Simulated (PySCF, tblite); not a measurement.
**C₇H₁₅P: geometry, infrared bands and NMR shifts**

What infrared bands and NMR shifts should C₇H₁₅P (`CCCCP1CCC1`) show?

Programs: tblite 0.8.0 and PySCF 2.14.0, with density-fitted response routines of our own. Each step states its level of theory. These are calculated values for one molecule in the gas phase, unless marked as measured. Atoms are numbered from 0 throughout.

### Step 1. The molecule as given

23 atoms, charge 0, multiplicity 1; geometry from: force field or distance geometry start.

Bonds of the start (Å): C0–C1 1.52, C1–C2 1.53, C2–C3 1.49, C3–P4 1.82, P4–C5 1.83, C5–C6 1.52, C6–C7 1.49, C7–P4 1.85, C0–H8 1.12, C0–H9 1.10, C0–H10 1.13, C1–H11 1.09, C1–H12 1.13, C2–H13 1.11, C2–H14 1.12, C3–H15 1.11, C3–H16 1.12, C5–H17 1.11, C5–H18 1.11, C6–H19 1.12, C6–H20 1.11, C7–H21 1.11, C7–H22 1.12.

### Step 2. Relaxing the molecule with GFN2-xTB

Job settings and geometry (Å):

```
{"job": {"kind": "relax", "xc": "GFN2-xTB", "basis": "xTB"}, "charge": 0, "multiplicity": 1}
C     -3.683300     0.386000    -0.102400
C     -2.306600    -0.199500    -0.360400
C     -1.447500    -0.143000     0.903800
C     -0.073500    -0.695400     0.731900
P      0.937400     0.142400    -0.530200
C      2.288000     1.243100     0.038300
C      3.371700     0.370900    -0.567700
C      2.492800    -0.792500    -0.896900
H     -4.357900    -0.429400     0.267000
H     -4.116400     0.868600    -0.985700
H     -3.629900     1.090700     0.775800
H     -1.819800     0.265800    -1.219200
H     -2.504500    -1.304500    -0.491600
H     -1.321600     0.899600     1.262000
H     -1.937300    -0.687700     1.749000
H     -0.168700    -1.775400     0.480700
H      0.471300    -0.661700     1.709300
H      2.445100     1.297200     1.134800
H      2.201500     2.250500    -0.421500
H      4.124800     0.090000     0.214200
H      3.886800     0.871300    -1.409700
H      2.651300    -1.712800    -0.293700
H      2.491500    -1.074400    -1.978000
```

Command:

```bash
$ OMP_NUM_THREADS=1 python probes_run.py task.json out
```

This one command runs all jobs of the session in turn.

**Question.** This job is followed by: GFN2-xTB harmonic vibrations, gas phase; GIAO PBE0/pcSseg-1 NMR shielding, non-relativistic, gas phase. Predict these results of the whole session: strongest single infrared mode (GFN2-xTB); zero-point energy (GFN2-xTB); 13C shifts against TMS (PBE0/pcSseg-1, means over atoms taken as alike); 1H shifts against TMS (PBE0/pcSseg-1, means over atoms taken as alike); 31P shifts against H3PO4 (PBE0/pcSseg-1).

**Answer**, as computed:

```
                                                               quantity                                   value
                              strongest single infrared mode (GFN2-xTB)                    2960 cm⁻¹, 88 km/mol
                                           zero-point energy (GFN2-xTB)                          127.9 kcal/mol
13C shifts against TMS (PBE0/pcSseg-1, means over atoms taken as alike)  35.5, 31.5, 27.6, 26.0, 19.7, 17.1 ppm
 1H shifts against TMS (PBE0/pcSseg-1, means over atoms taken as alike)  2.94, 2.13, 1.78, 1.56, 1.56, 0.97 ppm
                               31P shifts against H3PO4 (PBE0/pcSseg-1)                                -5.4 ppm
```

What this shows: Relaxing lowered the energy by 0.936 eV in 169 steps; the close pair that moved most is P4–C5, from 1.833 to 1.881 Å. All 63 modes are real, so the xTB geometry is a minimum. The strongest single mode, at 2960 cm⁻¹, moves mainly H11. GFN2-xTB is a fitted tight-binding method: band positions and strengths are rough. Its intensities can rank the bands wrongly. At PBE0/pcSseg-1: The widest tensor belongs to P4: span 237 ppm, with a paramagnetic part of -642 ppm.
